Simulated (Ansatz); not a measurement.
# C₄H₅NO₂: vertical ionisation energy

The task here is to estimate one member of a computed series from the others.

Method: unrestricted cation, the program's frozen cores in correlated methods; program: Ansatz 0.2.0, Gaussian basis.

Plan: UKS PBE-D4/def2-TZVPP; UKS r2SCAN-D4/def2-TZVPP; UKS PBE0-D4/def2-TZVPP; UKS B3LYP-D4/def2-TZVPP; UKS wB97X-V/def2-TZVPP; UKS wB97M-V/def2-TZVPP; UKS B2PLYP/def2-TZVPP; UHF-CCSD(T)/def2-TZVPP; UHF-MP2/def2-QZVPP; extrapolation to the limit; then −ε(HOMO) from the neutral's earlier runs with LDA (SPW92), PBE-D4, revPBE-D4, BLYP-D4, r2SCAN-D4, B97M-V, PBE0-D4, B3LYP-D4, r2SCANh-D4, r2SCAN0-D4, HSE06-D4, BHLYP-D4, CAM-B3LYP-D4, LC-ωPBE, ωB97X-V, ωB97M-V.

### The geometry

All runs share one geometry, relaxed beforehand with PBE0-D4 in a triple-zeta def2 set.

SMILES `COC(=O)CC#N`, 12 atoms, charge 0, spin multiplicity 1.

Atoms are counted from 1 here; the program's logs count them from 0.

Bond lengths: C1–O2 1.428 Å, C1–H8 1.090 Å, C1–H9 1.087 Å, C1–H10 1.090 Å, O2–C3 1.324 Å, C3–O4 1.198 Å, C3–C5 1.519 Å, C5–C6 1.450 Å, C5–H11 1.093 Å, C5–H12 1.094 Å, C6–N7 1.148 Å. Angles: O2–C1–H8 110.3°, O2–C1–H9 105.6°, O2–C1–H10 110.3°, H8–C1–H9 110.7°, H8–C1–H10 109.1°, H9–C1–H10 110.7°, C1–O2–C3 115.5°, O2–C3–O4 125.4°, O2–C3–C5 112.7°, O4–C3–C5 122.0°, C3–C5–C6 116.2°, C3–C5–H11 107.3°, C3–C5–H12 107.1°, C6–C5–H11 109.8°, C6–C5–H12 109.6°, H11–C5–H12 106.4°, C5–C6–N7 178.7°.

The first run:

Input file in.yaml:

```yaml
crystal:
  periodic: [false, false, false]
  atoms:
    - {symbol: C, position_ang: [-0.158347, -2.002494, 0.389730]}
    - {symbol: O, position_ang: [0.168022, -0.612608, 0.426795]}
    - {symbol: C, position_ang: [-0.337470, 0.117129, -0.555956]}
    - {symbol: O, position_ang: [-1.026105, -0.298041, -1.444370]}
    - {symbol: C, position_ang: [0.055196, 1.581091, -0.460057]}
    - {symbol: C, position_ang: [0.817099, 1.964509, 0.712983]}
    - {symbol: N, position_ang: [1.418646, 2.293511, 1.634241]}
    - {symbol: H, position_ang: [0.210297, -2.453277, -0.531975]}
    - {symbol: H, position_ang: [0.331089, -2.440926, 1.255347]}
    - {symbol: H, position_ang: [-1.238496, -2.138887, 0.446819]}
    - {symbol: H, position_ang: [-0.865042, 2.168257, -0.511634]}
    - {symbol: H, position_ang: [0.625112, 1.821746, -1.361912]}
basis:
  gaussian: {orbitals: def2-TZVPP}
total_charge: 1
magnetization: {spin_polarized: true, initial_magnetization: 1}
hamiltonian: {xc: pbe, dispersion: d4}
```

On the command line:

```console
ansatz run in.yaml --threads 2 --pin off --events-out ev --progress --plain --max-ram 32768MiB --backend cuda --devices 0, --max-vram 18GiB
```

Among the steps run: Cation, UKS PBE-D4/def2-TZVPP; Cation, UKS r2SCAN-D4/def2-TZVPP; Cation, UKS PBE0-D4/def2-TZVPP; Cation, UKS B3LYP-D4/def2-TZVPP; Cation, UKS wB97X-V/def2-TZVPP; Cation, UKS wB97M-V/def2-TZVPP; Cation, UKS B2PLYP (frozen core)/def2-TZVPP; Cation, UHF-CCSD(T)/def2-TZVPP; Cation, UHF-MP2/def2-QZVPP.

One table of the session follows, with a row left open; its other results are not shown here.

It belongs to the step «Ionisation energies side by side». For comparison, −ε(HOMO) of the neutral from earlier runs:

```
  functional  −ε(HOMO) (eV)
 LDA (SPW92)           7.24
      PBE-D4           7.01
   revPBE-D4           6.92
     BLYP-D4              ?
   r2SCAN-D4           7.35
      B97M-V           7.46
     PBE0-D4           8.65
    B3LYP-D4           8.39
  r2SCANh-D4           7.97
  r2SCAN0-D4           8.90
    HSE06-D4           8.24
    BHLYP-D4          10.21
CAM-B3LYP-D4          10.13
     LC-ωPBE          11.45
     ωB97X-V          11.11
     ωB97M-V          11.05
```

Estimate the missing values for BLYP-D4.

Worked estimate for «−ε(HOMO) (eV)». Against the share of exact exchange, B3LYP-D4 (0.2, 8.39), BHLYP-D4 (0.5, 10.21) give a slope of 6.07 per unit share; at 0 the line stands at 7.18.

The run gave: −ε(HOMO) (eV): 6.91. In «−ε(HOMO) (eV)» the line misses by +0.27.
